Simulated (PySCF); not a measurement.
# N⁺, N²⁺: ionisation energy in Sapporo-DZP-2012

Aim: the ionisation energy of nitrogen from differences of total energies, at each level of theory, and how far each lands from the tabulated value where there is one.

Program: PySCF 2.14.0. Level of theory: unrestricted determinants in a Gaussian basis, no spin-orbit coupling in the energies. These are calculated values, not measurements, unless marked.

### 1 What is computed

| Item | Value |
| --- | --- |
| Element | nitrogen (Z = 7) |
| Basis | Sapporo-DZP-2012 |
| Hamiltonian | the spin-free X2C one-electron Hamiltonian (Gaussian nucleus) |
| State 1 | N⁺: [He] 2s2 2p2, high-spin 3P determinant |
| State 2 | N²⁺: [He] 2s2 2p1, 2P determinant |
| Methods | UHF, TPSS, M06-2X, MP2, CCSD(T) |
| Core shells frozen in the correlated runs | valence: 1s2 (for N⁺) |

The outer shells:

N+ [He] 2s2 2p2
```
[He] core
2s [↑↓]
2p [↑ ][↑ ][  ]
```

N2+ [He] 2s2 2p1
```
[He] core
2s [↑↓]
2p [↑ ][  ][  ]
```

One driver process ran all states and methods and kept the integrals in memory. Each run is shown as a PySCF script that sums up its settings (the driver passes frozen orbitals as a list and adds second-order terms of double hybrids); the logs are those of the runs themselves. The driver starts from symmetry-adapted Hartree-Fock orbitals, holds the occupation by maximum overlap and uses a logarithmic radial grid for functionals, so a plain start would take other cycles.

The driver's launch:

```bash
$ OMP_NUM_THREADS=1 python atomrun2.py TASK.json OUT
```

The integrals over 18 functions and the set-up took 0.03 s of CPU time.

### 2 N⁺, method by method

Level: UHF.

File input.py:

```python
from pyscf import gto, scf, dft, mp, cc
import basis_set_exchange as bse
mol = gto.M(atom="N 0 0 0", charge=1, spin=2, symmetry="D2h",
            basis=gto.basis.parse(bse.get_basis("Sapporo-DZP-2012", elements=["N"], fmt="nwchem", header=False)),
            nucmod="G")
mf = scf.UHF(mol).sfx2c1e()
mf.irrep_nelec = {'Ag': (2, 2), 'B1u': (1, 0), 'B2u': (1, 0)}
mf.kernel()
```

Level: TPSS.

input.py differs from the last one in:

```diff
@@ -5,3 +5,3 @@
             nucmod="G")
-mf = scf.UHF(mol).sfx2c1e()
+mf = dft.UKS(mol, xc="TPSS").sfx2c1e()
 mf.irrep_nelec = {'Ag': (2, 2), 'B1u': (1, 0), 'B2u': (1, 0)}
```

Level: M06-2X.

input.py differs from the last one in:

```diff
@@ -5,3 +5,3 @@
             nucmod="G")
-mf = dft.UKS(mol, xc="TPSS").sfx2c1e()
+mf = dft.UKS(mol, xc="M062X").sfx2c1e()
 mf.irrep_nelec = {'Ag': (2, 2), 'B1u': (1, 0), 'B2u': (1, 0)}
```

Level: MP2 (valence).

input.py differs from the last one in:

```diff
@@ -5,4 +5,5 @@
             nucmod="G")
-mf = dft.UKS(mol, xc="M062X").sfx2c1e()
+mf = scf.UHF(mol).sfx2c1e()
 mf.irrep_nelec = {'Ag': (2, 2), 'B1u': (1, 0), 'B2u': (1, 0)}
 mf.kernel()
+mp.UMP2(mf, frozen=1).kernel()
```

Level: CCSD(T) (valence).

input.py differs from the last one in:

```diff
@@ -8,2 +8,3 @@
 mf.kernel()
-mp.UMP2(mf, frozen=1).kernel()
+mycc = cc.CCSD(mf, frozen=1).run()
+mycc.ccsd_t()
```

### 3 N²⁺

Level: UHF.

File input.py:

```python
from pyscf import gto, scf, dft, mp, cc
import basis_set_exchange as bse
mol = gto.M(atom="N 0 0 0", charge=2, spin=1, symmetry="D2h",
            basis=gto.basis.parse(bse.get_basis("Sapporo-DZP-2012", elements=["N"], fmt="nwchem", header=False)),
            nucmod="G")
mf = scf.UHF(mol).sfx2c1e()
mf.irrep_nelec = {'Ag': (2, 2), 'B2u': (1, 0)}
mf.kernel()
```

Level: TPSS.

input.py differs from the last one in:

```diff
@@ -5,3 +5,3 @@
             nucmod="G")
-mf = scf.UHF(mol).sfx2c1e()
+mf = dft.UKS(mol, xc="TPSS").sfx2c1e()
 mf.irrep_nelec = {'Ag': (2, 2), 'B2u': (1, 0)}
```

Level: M06-2X.

input.py differs from the last one in:

```diff
@@ -5,3 +5,3 @@
             nucmod="G")
-mf = dft.UKS(mol, xc="TPSS").sfx2c1e()
+mf = dft.UKS(mol, xc="M062X").sfx2c1e()
 mf.irrep_nelec = {'Ag': (2, 2), 'B2u': (1, 0)}
```

Level: MP2 (valence).

input.py differs from the last one in:

```diff
@@ -5,4 +5,5 @@
             nucmod="G")
-mf = dft.UKS(mol, xc="M062X").sfx2c1e()
+mf = scf.UHF(mol).sfx2c1e()
 mf.irrep_nelec = {'Ag': (2, 2), 'B2u': (1, 0)}
 mf.kernel()
+mp.UMP2(mf, frozen=1).kernel()
```

Level: CCSD(T) (valence).

input.py differs from the last one in:

```diff
@@ -8,2 +8,3 @@
 mf.kernel()
-mp.UMP2(mf, frozen=1).kernel()
+mycc = cc.CCSD(mf, frozen=1).run()
+mycc.ccsd_t()
```

Q: Predict the outcome of this session.

As calculated:

| quantity | value |
| --- | --- |
| ionisation energy, N⁺ | UHF 29.171, CCSD(T) (valence) 29.292 eV; reference 29.601 |

Accuracy against cost (mean over 1 difference):

```csv
method,mean absolute miss against CCSD(T) (valence) (eV),"CPU time, both states (s)"
UHF,0.121,0.08
TPSS,0.535,0.3
M06-2X,0.393,0.24
MP2 (valence),0.158,0.08
SCS-MP2 (valence),0.045,0.08
CCSD (valence),0.007,
CCSD(T) (valence),0.000,0.26
```

The methods span 0.656 eV, from UHF (29.171) to TPSS (29.827). The reference is uncertain or not like for like (spin-orbit coupling or other relativistic terms), so no ranking of close methods is drawn. All values hold for this basis alone; no basis-set limit was taken. The dearest level timed, TPSS, costs 3.8 times the cheapest, UHF, and differs from CCSD(T) (valence) by 0.53 against 0.12 eV; CCSD(T) (valence) in this basis is a yardstick, not the exact answer.
